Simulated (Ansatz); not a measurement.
# C4H6F3NO: the cost of one run

Computed with Ansatz 0.2.0 (the levels named in each step, unless a step's input says otherwise).

### Step 1. The structure to begin with

Bond lengths: C1–N2 1.448 Å, N2–C3 1.445 Å, N2–C4 1.338 Å, C4–O5 1.210 Å, C4–C6 1.555 Å, C6–F7 1.327 Å, C6–F8 1.346 Å, C6–F9 1.347 Å, C1–H10 1.091 Å, C1–H11 1.088 Å, C1–H12 1.091 Å, C3–H13 1.093 Å, C3–H14 1.090 Å, C3–H15 1.086 Å. Angles (14 of 24 angles, heavy atoms first): C1–N2–C3 115.3°, C1–N2–C4 118.2°, C3–N2–C4 126.3°, N2–C4–O5 125.4°, N2–C4–C6 115.9°, O5–C4–C6 118.6°, C4–C6–F7 110.7°, C4–C6–F8 112.7°, C4–C6–F9 112.7°, F7–C6–F8 107.0°, F7–C6–F9 107.0°, F8–C6–F9 106.5°, N2–C1–H10 109.9°, N2–C1–H11 108.6°.

As a file:

```xyz
15

C    -2.6257    0.8790    0.3725
N    -1.4431    0.0725    0.1522
C    -1.6930   -1.3040   -0.2110
C    -0.2491    0.6743    0.2053
O    -0.0607    1.8366    0.4851
C     0.9790   -0.2213   -0.1248
F     2.0920    0.5006   -0.1527
F     0.8728   -0.8264   -1.3230
F     1.1663   -1.1999    0.7817
H    -3.2694    0.8407   -0.5071
H    -2.3156    1.9056    0.5537
H    -3.1759    0.5076    1.2379
H    -1.9049   -1.3876   -1.2803
H    -2.5621   -1.6531    0.3460
H    -0.8558   -1.9513    0.0321
```

### Step 2. A rough first relaxation, PBE-D4/def2-SVP

This run stands in another session on the same molecule. It ended at:

```xyz
15

C    -2.6296    0.8949    0.3372
N    -1.4535    0.0684    0.1147
C    -1.7158   -1.3247   -0.2072
C    -0.2267    0.6761    0.1851
O    -0.0476    1.8605    0.4427
C     1.0180   -0.2217   -0.0910
F     2.1310    0.5066   -0.0110
F     0.9670   -0.7787   -1.3300
F     1.1139   -1.2364    0.8100
H    -3.2792    0.9013   -0.5648
H    -2.2955    1.9242    0.5583
H    -3.2239    0.5046    1.1911
H    -2.2438   -1.4099   -1.1830
H    -2.3688   -1.7722    0.5732
H    -0.7908   -1.9196   -0.2579
```

### Step 3. Relaxation, HF/STO-3G

input.yaml reads:

```yaml
crystal:
  periodic: [false, false, false]
  atoms:
    - { symbol: C, position_ang: [-2.62958079, 0.89490091, 0.33715509] }
    - { symbol: "N", position_ang: [-1.45350707, 0.06839659, 0.11471749] }
    - { symbol: C, position_ang: [-1.71583654, -1.32468174, -0.20716347] }
    - { symbol: C, position_ang: [-0.22670336, 0.67606615, 0.18508968] }
    - { symbol: O, position_ang: [-0.04756124, 1.86047646, 0.44272754] }
    - { symbol: C, position_ang: [1.01803281, -0.22170534, -0.0909852] }
    - { symbol: F, position_ang: [2.1310065, 0.50661652, -0.01095701] }
    - { symbol: F, position_ang: [0.96700454, -0.77873137, -1.33002047] }
    - { symbol: F, position_ang: [1.11390492, -1.23642826, 0.81000223] }
    - { symbol: H, position_ang: [-3.27918527, 0.901272, -0.56484045] }
    - { symbol: H, position_ang: [-2.2955181, 1.92419328, 0.55827817] }
    - { symbol: H, position_ang: [-3.22394355, 0.50456198, 1.19106061] }
    - { symbol: H, position_ang: [-2.24382085, -1.40987068, -1.1829707] }
    - { symbol: H, position_ang: [-2.36879781, -1.7721918, 0.5732488] }
    - { symbol: H, position_ang: [-0.79076419, -1.9195747, -0.2579123] }
basis:
  gaussian: { orbitals: STO-3G }
hamiltonian:
  xc: hf
relax:
  f_tol: 0.004
  max_steps: 150
```

Launch:

```sh
ansatz run input.yaml --threads 4 --pin off --max-ram 10240MiB --backend cpu --events-out ev --progress --plain --runs-dir out
```

**Question.** How long does this run take on 4 threads of Arm Neoverse V1, shared host, and how much memory does it need?

About 16 s, with a peak of 0.14 GiB.
